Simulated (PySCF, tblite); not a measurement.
**C7H11OPSi: geometry, infrared bands and NMR shifts**

Aim: predict the infrared bands and NMR shifts of C7H11OPSi (`C#CC#CC[Si@@H](P)OCC`).

The runs use tblite 0.8.0 and PySCF 2.14.0, with density-fitted response routines of our own; the level of theory stands in each step. All values are computed, except where a source is named. Atoms count from 0, in the outputs and in this text.

**1. Starting geometry**

21 atoms, charge 0, multiplicity 1; geometry from: force field or distance geometry start.

Bonds of the start (Å): C0–C1 1.23, C1–C2 1.40, C2–C3 1.24, C3–C4 1.46, C4–Si5 1.84, Si5–P6 2.19, Si5–O7 1.72, O7–C8 1.40, C8–C9 1.54, C0–H10 1.06, C4–H11 1.13, C4–H12 1.11, Si5–H13 1.48, P6–H14 1.45, P6–H15 1.46, C8–H16 1.11, C8–H17 1.12, C9–H18 1.12, C9–H19 1.10, C9–H20 1.13.

**2. Relaxing the molecule with GFN2-xTB**

What the job is given:

```
{"job": {"kind": "relax", "xc": "GFN2-xTB", "basis": "xTB"}, "charge": 0, "multiplicity": 1}
C      5.762700    -1.134600     0.217900
C      4.675200    -0.639700    -0.080500
C      3.430300    -0.082300    -0.381600
C      2.329500     0.413700    -0.659800
C      1.029500     1.004700    -0.948100
Si    -0.346300    -0.033300    -0.296800
P      0.229000    -1.370900     1.335100
O     -1.661400     0.932000     0.251700
C     -2.779300     0.092300     0.178500
C     -3.953100     0.963700     0.666000
H      6.690100    -1.575500     0.461400
H      0.909200     1.103600    -2.065300
H      1.006100     2.009100    -0.470500
H     -0.862100    -0.837700    -1.430100
H      1.292600    -0.746400     2.097400
H      0.599400    -2.698000     0.860300
H     -2.999400    -0.242200    -0.855400
H     -2.669200    -0.803500     0.848100
H     -3.715000     1.461400     1.637000
H     -4.905000     0.412300     0.674700
H     -4.071900     1.788100    -0.099500
```

The run is started by

```sh
$ OMP_NUM_THREADS=1 python probes_run.py task.json out
```

One launch serves the whole session: the jobs run in the order shown.

**Question.** This job is followed by: GFN2-xTB harmonic vibrations, gas phase; GIAO PBE0/pcSseg-1 NMR shielding, non-relativistic, gas phase. What will the session give for the following? strongest single infrared mode (GFN2-xTB); zero-point energy (GFN2-xTB); 13C shifts against TMS (PBE0/pcSseg-1); 1H shifts against TMS (PBE0/pcSseg-1, means over atoms taken as alike); 29Si shifts against TMS (PBE0/pcSseg-1); 31P shifts against H3PO4 (PBE0/pcSseg-1); 17O shifts against H2O (PBE0/pcSseg-1); surface potential, 1st and 99th percentile.

**Answer**, as computed:

| quantity | value |
| --- | --- |
| strongest single infrared mode (GFN2-xTB) | 2171 cm⁻¹, 253 km/mol |
| zero-point energy (GFN2-xTB) | 94.4 kcal/mol |
| 13C shifts against TMS (PBE0/pcSseg-1) | 77.8, 74.4, 73.1, 70.1, 64.3, 21.0, 9.3 ppm |
| 1H shifts against TMS (PBE0/pcSseg-1, means over atoms taken as alike) | 5.81, 4.10, 3.65, 2.36, 2.01, 1.38, 1.25, 1.09 ppm |
| 29Si shifts against TMS (PBE0/pcSseg-1) | 3.2 ppm |
| 31P shifts against H3PO4 (PBE0/pcSseg-1) | -298.5 ppm |
| 17O shifts against H2O (PBE0/pcSseg-1) | 45.9 ppm |
| surface potential, 1st and 99th percentile | -0.87 V and 1.38 V |

Over 167 steps the energy fell by 1.448 eV; of the close pairs, Si5–O7 changed most, 1.721 to 1.619 Å. The lowest mode is imaginary (26i cm⁻¹), so the xTB geometry is not a minimum. The strongest single mode, at 2171 cm⁻¹, moves mainly H13. Unscaled tight-binding wavenumbers are off by several per cent, some by more. Its intensities can rank the bands wrongly. At PBE0/pcSseg-1: The largest span, 287 ppm, is at C3, where the paramagnetic term is -151 ppm. By nearest atom (PBE0/pcSseg-1), the HOMO sits on C0, C2, C3 about 23 % each; C1 11 % and the LUMO on C0, C3 about 24 % each; C1, C2 about 16 % each.
